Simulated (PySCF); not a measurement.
# One shape, several levels: SiF3 (SMILES F[Si](F)F)

We compute a comparison of 6 runs (UM06-2X/STO-3G, UMP2/STO-3G, NEVPT2(3,3)/STO-3G, UCISD/STO-3G, ROCCSD(T)/STO-3G, FCI/STO-3G) of SiF3. The job is set up through a Python script.

The results are computed with PySCF 2.14.0.

7 further runs of the same task are left out: 1 that didn't finish, 6 set aside as unsound or not needed.

### Step 1. The system as given

The species is SiF3 (4 atoms), meant as a doublet with charge 0. As SMILES, `F[Si](F)F`. The Si2–F3 distance was set to 2.846 Å, away from the relaxed value. At this shape a bond of the SMILES string is far longer than usual.

Bond lengths: F1–Si2 1.581 Å, Si2–F4 1.581 Å. Angles: F1–Si2–F4 107.9°. A long bond or contact: Si2–F3 2.846 Å.

### Step 2. A single-point energy at UM06-2X/STO-3G (run 1)

File run.py:

```python
from pyscf import gto, dft

system = gto.M(
    atom='F 1.354054 0.377201 1.854590; Si 0.286454 1.097301 0.937170; F -0.994260 -0.892250 -0.644340; F 1.061364 2.070471 -0.038750',
    verbose=3,
    basis='sto-3g',
    max_memory=1860,
    spin=1,
    charge=0,
)

mf = dft.UKS(system)
mf.xc = 'm06-2x'
mf.conv_tol = 1e-10
mf.grids.level = 5
mf.kernel()
if not mf.converged:
    mf = mf.newton().run(mf.mo_coeff, mf.mo_occ)

e_tot = mf.e_tot
print('Final energy', e_tot)
```

Launch:

```
OMP_NUM_THREADS=1 python run.py
```

Output:

```text
converged SCF energy = -581.212829881254  <S^2> = 0.75281742  2S+1 = 2.0028154
Final energy -581.2128298812538
```

Wall time 23 s (1 thread of Intel Xeon Platinum 8259CL at 2.50GHz (Skylake/Cascade Lake), shared host); peak memory 0.24 GiB.

### Step 3. The energy at UMP2/STO-3G (run 2)

File run.py:

```python
from pyscf import gto, mp

molecule = gto.M(
    atom='''
F    1.354054   0.377201   1.854590
Si   0.286454   1.097301   0.937170
F   -0.994260  -0.892250  -0.644340
F    1.061364   2.070471  -0.038750
''',
    basis='sto-3g',
    verbose=3,
    max_memory=1860,
    spin=1,
)

mf = molecule.UHF()
mf.conv_tol = 1e-10
mf.kernel()
if not mf.converged:
    mf = mf.newton().run(mf.mo_coeff, mf.mo_occ)

pt = mp.MP2(mf, frozen=8).run()
e_final = pt.e_tot
print(f'total energy: {e_final:.8f} hartree')
```

Launch:

```
OMP_NUM_THREADS=1 python run.py
```

Output:

```text
WARN: HOMO 0.128681410945567 >= LUMO 0.12916455395489

converged SCF energy = -579.660924522325  <S^2> = 0.75224928  2S+1 = 2.002248
E(UMP2) = -579.730467601919  E_corr = -0.0695430795932173
E(SCS-UMP2) = -579.731202033134  E_corr = -0.0702775108090813
total energy: -579.73046760 hartree
```

It took 1.1 s on 1 thread of Intel Xeon Platinum 8259CL at 2.50GHz (Skylake/Cascade Lake), shared host; peak memory 0.12 GiB.

Runs 3 to 5 aren't shown in full; the table further down has their settings and results.

### Step 4. The energy at FCI/STO-3G (run 6)

File job.py:

```python
from pyscf import gto, scf, mcscf

mol = gto.Mole()
mol.atom = '''
F      2.558791     0.712807     3.504667
Si     0.541320     2.073598     1.770995
F     -1.878879    -1.686108    -1.217626
F      2.005687     3.912623    -0.073227
'''
mol.unit = 'bohr'
mol.verbose = 3
mol.max_memory = 1860
mol.basis = 'sto-3g'
mol.spin = 1
mol.build()

mf = scf.ROHF(mol)
mf.conv_tol = 1e-10
mf.kernel()
if not mf.converged:
    mf = mf.newton().run(mf.mo_coeff, mf.mo_occ)

cas = mcscf.CASCI(mf, mf.mo_coeff.shape[-1] - 8, (mol.nelec[0] - 8, mol.nelec[1] - 8))  # full CI above the frozen core
cas.fix_spin_(ss=0.75)
cas.kernel()
e_final = cas.e_tot
print('Final energy', e_final)
```

Launch:

```
OMP_NUM_THREADS=1 python job.py
```

Output:

```text
converged SCF energy = -579.66087384779
CASCI E = -579.751280988864  E(CI) = -122.084659019690  S^2 = 0.7500000
Final energy -579.7512809888638
```

It took 61 s on 1 thread of Intel Xeon Platinum 8259CL at 2.50GHz (Skylake/Cascade Lake), shared host; peak memory 0.34 GiB.

### Step 5. All runs side by side

```csv
run,level,integration grid,frozen core orbitals,energy (Eh),dipole moment (D) of the reference,⟨S²⟩,wall time
1,UM06-2X/STO-3G,5,–,-581.212830,0.21,0.753,23 s
2,UMP2/STO-3G,–,8,-579.730468,0.45,0.752,1.1 s
3,"NEVPT2(3,3)/STO-3G",–,–,-579.732756,0.46,–,1.9 s
4,UCISD/STO-3G,–,8,-579.740907,0.45,0.752,1.2 s
5,ROCCSD(T)/STO-3G,–,8,-579.750467,0.46,0.750,2.1 s
6,FCI/STO-3G,–,8,-579.751281,0.46,–,61 s
```

### Step 6. Results

| quantity | value |
| --- | --- |
| run 6: total energy | -579.75128 Eh |
| run 6: dipole moment (Hartree–Fock density) | 0.46 D |
| run 6: correlation energy (8 core orbitals frozen) | -90.4 mEh |

What this shows: Against full CI in this basis: UMP2 +20.8 mEh; UCISD +10.4 mEh; ROCCSD(T) +0.8 mEh. In runs 1, 2, 3, 4, 5, 6 the basis is minimal, so the values are rough. All runs together took 90 s, the longest 61 s.
